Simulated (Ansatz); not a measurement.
# CH3AlBr2: how energies converge with the basis set

The task here is to estimate one member of a computed series from the others.

The runs use Ansatz 0.2.0, Gaussian basis; one geometry, several basis sets.

Plan: PBE0-D4/def2-SVP; ωB97M-V/def2-SVP; PBE0-D4/def2-QZVPP; ωB97M-V/def2-QZVPP; the functionals' def2-TZVPP values are taken from earlier runs.

## The geometry

An earlier PBE0-D4 in a triple-zeta def2 set relaxation fixed the geometry.

SMILES `[CH3][Al]([Br])[Br]`, 7 atoms, charge 0, spin multiplicity 1.

Atoms are counted from 1 here; the program's logs count them from 0.

Bond lengths: C1–Al2 1.930 Å, C1–H5 1.091 Å, C1–H6 1.094 Å, C1–H7 1.094 Å, Al2–Br3 2.250 Å, Al2–Br4 2.250 Å. Angles: Al2–C1–H5 111.7°, Al2–C1–H6 110.3°, Al2–C1–H7 110.3°, H5–C1–H6 108.7°, H5–C1–H7 108.7°, H6–C1–H7 107.1°, C1–Al2–Br3 121.1°, C1–Al2–Br4 122.2°, Br3–Al2–Br4 116.7°.

The first run:

in.yaml

```yaml
crystal:
  periodic: [false, false, false]
  atoms:
    - {symbol: C, position_ang: [-0.144583, 0.970003, -0.125021]}
    - {symbol: Al, position_ang: [0.136471, -0.927157, 0.093883]}
    - {symbol: Br, position_ang: [1.884795, -1.713358, 1.272480]}
    - {symbol: Br, position_ang: [-1.247757, -2.457186, -0.803478]}
    - {symbol: H, position_ang: [-1.034296, 1.180624, -0.720789]}
    - {symbol: H, position_ang: [-0.253988, 1.451770, 0.850680]}
    - {symbol: H, position_ang: [0.720557, 1.427204, -0.613455]}
basis:
  gaussian: {orbitals: def2-SVP}
hamiltonian: {xc: pbe0, dispersion: d4}
output: {orbitals: {seedname: orbitals}}
```

Among the steps run: PBE0-D4 in def2-SVP; ωB97M-V in def2-SVP; PBE0-D4 in def2-QZVPP; ωB97M-V in def2-QZVPP.

One of the session's tables, all rows but one given; the rest of the session is left out.

It belongs to the step «Density functionals: the series». 

| functional | basis | HOMO (eV) |
| --- | --- | --- |
| PBE0-D4 | def2-SVP | -8.32 |
| PBE0-D4 | def2-TZVPP | -8.43 |
| PBE0-D4 | def2-QZVPP | ? |
| ωB97M-V | def2-SVP | -10.49 |
| ωB97M-V | def2-TZVPP | -10.62 |
| ωB97M-V | def2-QZVPP | -10.64 |

**Question.** Estimate the row for PBE0-D4, def2-QZVPP.

As computed: HOMO (eV): -8.44. In the column «HOMO (eV)» it lies between ωB97M-V, def2-SVP (-10.49) and PBE0-D4, def2-TZVPP (-8.43).
